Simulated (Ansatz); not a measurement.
I need a ranking of structure types by relaxed energy of BeB2 on several prototypes. Use Ansatz 0.2.0, Python API. Use (first run): PBEsol, PAW, cutoff 500 eV, 17×17×17 k-points, Fermi-Dirac smearing of 0.1 eV.

`prototypes.py`
```python
# -*- coding: utf-8 -*-
"""Structural preference of BeB2 among simple prototypes."""

import warnings

import ansatz as az
import numpy as np
import spglib


def fluorite(A, B, a):
    return (
        az.Lattice.fcc(a)
        .space_group(225)
        .atom(A, (0, 0, 0))
        .atom(B, (0.25, 0.25, 0.25))
        .primitive()
    )


def rutile(A, B, a):
    return (
        az.Lattice.from_parameters(a, a, 0.65 * a, alpha=90, beta=90, gamma=90)
        .space_group(136)
        .atom(A, (0, 0, 0))
        .atom(B, (0.305, 0.305, 0))
    )


def alb2(A, B, a):
    return (
        az.Lattice.from_parameters(a, a, 1.1 * a, alpha=90, beta=90, gamma=120)
        .space_group(191)
        .atom(A, (0, 0, 0))
        .atom(B, (1 / 3, 2 / 3, 0.5))
    )


def cdi2(a_site, b_site, a):
    return (
        az.Lattice.from_parameters(a, a, 1.6 * a, alpha=90, beta=90, gamma=120)
        .space_group(164)
        .atom(a_site, (0, 0, 0))
        .atom(b_site, (1 / 3, 2 / 3, 0.25))
    )


def compute(name, crystal, relax=True):
    calc = (
        crystal.calculation()
        .functional("pbesol")
        .basis(500)
        .kpoints(spacing=0.15)
        .occupations("fermi_dirac", width=0.1)
        .stress()
        .band_table()
    )
    if relax:
        calc = calc.relax(force_tolerance=0.01, cell=True)
    return calc.run(threads=1, pin="off")

def bulk_modulus(name, outcome, step=0.02):
    # B = -V dP/dV from the pressures of two uniformly scaled cells, atoms held at their fractions
    pressure = []
    for factor in (1 - step, 1.0, 1 + step):
        cell = az.Crystal(lattice=az.Lattice.of(outcome.lattice.cell_ang * factor ** (1 / 3)))
        for site in outcome.report["lattice"]["sites"]:
            cell = cell.atom(site["symbol"], site["position_frac"])
        pressure.append(np.trace(compute(name, cell, relax=False).report["stress_gpa"]) / 3)
    slope, bend = (pressure[0] - pressure[2]) / (2 * step), abs(pressure[0] + pressure[2] - 2 * pressure[1])
    # a jump of mesh or basis between the cells shows as a kink: no modulus then
    return float(slope) if bend < 12 * step**2 * abs(slope) + 0.15 and abs(pressure[1]) < 1.5 else float("nan")

def relaxed_twice(name, crystal):
    # the second pass draws mesh and plane waves anew for the relaxed cell
    first = compute(name, crystal)
    again = az.Crystal(lattice=az.Lattice.of(first.lattice.cell_ang))
    for site in first.report["lattice"]["sites"]:
        again = again.atom(site["symbol"], site["position_frac"])
    return compute(name, again)


def space_group(outcome):
    sites = outcome.report["lattice"]["sites"]
    kinds = sorted({site["symbol"] for site in sites})
    cell = (outcome.lattice.cell_ang, [site["position_frac"] for site in sites], [kinds.index(site["symbol"]) for site in sites])
    return spglib.get_spacegroup(cell, symprec=0.01)


def volume_per_atom(outcome):
    return abs(np.linalg.det(outcome.lattice.cell_ang)) / len(outcome.lattice.sites)


def pressure_gpa(outcome):
    return float(np.trace(outcome.report["stress_gpa"]) / 3)

# starting lattice constants are rough guesses; the relaxation finds the rest
warnings.simplefilter("ignore")

phases = {}
phases["fluorite"] = fluorite("Be", "B", 4.48)
phases["rutile"] = rutile("Be", "B", 4.21)
phases["AlB2"] = alb2("Be", "B", 2.82)
phases["CdI2"] = cdi2("Be", "B", 2.65)

done = {name: relaxed_twice(name, crystal) for name, crystal in phases.items()}

energy = {name: o.report["energy_sigma0_ev"] / len(o.lattice.sites) for name, o in done.items()}
lowest = min(energy.values())
rows = [(name, len(o.lattice.sites), 1000 * (energy[name] - lowest), space_group(o), volume_per_atom(o), pressure_gpa(o), bulk_modulus(name, o)) for name, o in done.items()]
rows.sort(key=lambda row: row[2])
print("| phase | atoms | dE (meV/atom) | space group | V (A^3/atom) | P (GPa) | B (GPa) |")
print("| --- | --- | --- | --- | --- | --- | --- |")
for row in rows:
    print(f"| {row[0]} | {row[1]:d} | {row[2]:.1f} | {row[3]} | {row[4]:.3f} | {row[5]:.2f} | {row[6]:.0f} |")
print("lowest in energy:", rows[0][0])
```

```console
$ python prototypes.py
| phase | atoms | dE (meV/atom) | space group | V (A^3/atom) | P (GPa) | B (GPa) |
| --- | --- | --- | --- | --- | --- | --- |
| AlB2 | 3 | 0.0 | P6/mmm (191) | 7.030 | 0.02 | 207 |
| fluorite | 3 | 574.7 | Fm-3m (225) | 6.917 | 0.00 | 183 |
| CdI2 | 3 | 592.6 | P-3m1 (164) | 6.910 | -0.00 | 193 |
| rutile | 6 | 1099.2 | P4_2/mnm (136) | 9.040 | 0.00 | 127 |
lowest in energy: AlB2
```

By space group at the end of each run: P6/mmm (+0 meV an atom, 7.0 Å³), Fm-3m (+575 meV an atom, 6.9 Å³), P-3m1 (+593 meV an atom, 6.9 Å³) and P4_2/mnm (+1099 meV an atom, 9.0 Å³).

Pressure is positive in compression. The cells are built on prototypes, so most aren't the phase found in nature. Rows bear the name of their start, and a relaxation keeps or raises the symmetry. Differences under 10 to 15 meV an atom lie within the error of mesh and functional. Timing: 8.1 min on 1 thread of Arm Neoverse V2, on a shared host, peak memory 0.57 GiB.
